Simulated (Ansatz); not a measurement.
# Al4NiPt3: the cost of one run

Program: Ansatz 0.2.0. Level of theory: DFT PBE, scalar-relativistic, plane waves, PAW. These are calculated values, not measurements.

## 1. Starting point

The structure is cubic, space group Im-3m (No. 229). The conventional cell has a = 6.229 Å, b = 6.229 Å, c = 6.229 Å, α = 90.00°, β = 90.00°, γ = 90.00°. Al (site symmetry -3m) is surrounded by 2 Ni at 2.70 Å and 6 Pt at 2.70 Å. Ni (site symmetry m-3m) has 8 Al at 2.70 Å as nearest neighbours. Around Pt (site symmetry 4/mmm) lie 8 Al at 2.70 Å.

Structure file:

```
Al Ni Pt
1.0
    -3.11441    3.11441    3.11441
     3.11441   -3.11441    3.11441
     3.11441    3.11441   -3.11441
Al Ni Pt
4 1 3
Direct
  0.50000 0.50000 0.50000
  0.00000 0.50000 0.00000
  0.50000 0.00000 0.00000
  0.00000 0.00000 0.50000
  0.00000 0.00000 0.00000
  0.50000 0.00000 0.50000
  0.00000 0.50000 0.50000
  0.50000 0.50000 0.00000
```

The start is an ordering of an alloy on its end members' structure types: elements ordered on the sites of the AlNi type, Ni/Pt on Ni (Im-3m, No. 229).

## 2. A first look at the guess

input.yaml

```yaml
crystal:
  lattice:
    - [-3.11440904, 3.11440904, 3.11440904]
    - [3.11440904, -3.11440904, 3.11440904]
    - [3.11440904, 3.11440904, -3.11440904]
  atoms:
    - { symbol: Al, position: [0.5, 0.5, 0.5] }
    - { symbol: Al, position: [0.0, 0.5, 0.0] }
    - { symbol: Al, position: [0.5, 0.0, 0.0] }
    - { symbol: Al, position: [0.0, 0.0, 0.5] }
    - { symbol: Ni, position: [0.0, 0.0, 0.0], spin: 2.0 }
    - { symbol: Pt, position: [0.5, 0.0, 0.5] }
    - { symbol: Pt, position: [0.0, 0.5, 0.5] }
    - { symbol: Pt, position: [0.5, 0.5, 0.0] }
basis:
  ecutwfc: 420
kpoints:
  mp_grid: { grid: [4, 4, 4] }
hamiltonian:
  xc: pbe
scf:
  occupations: { method: gaussian, width: 0.1 }
  lower_state_search: "off"
output:
  forces: true
  stress: true
  eigenvalues: true
  populations: true
magnetization:
  spin_polarized: true
```

On the command line:

```sh
> ansatz run input.yaml --threads 1 --pin off --max-ram 2560MiB --backend cpu --events-out ev --progress --plain --runs-dir out
```

**Question.** How long does this run take on 1 thread of Intel Xeon 6975P-C (Granite Rapids), shared host, and how much memory does it need?

About 6.9 s, with a peak of 0.5 GiB.
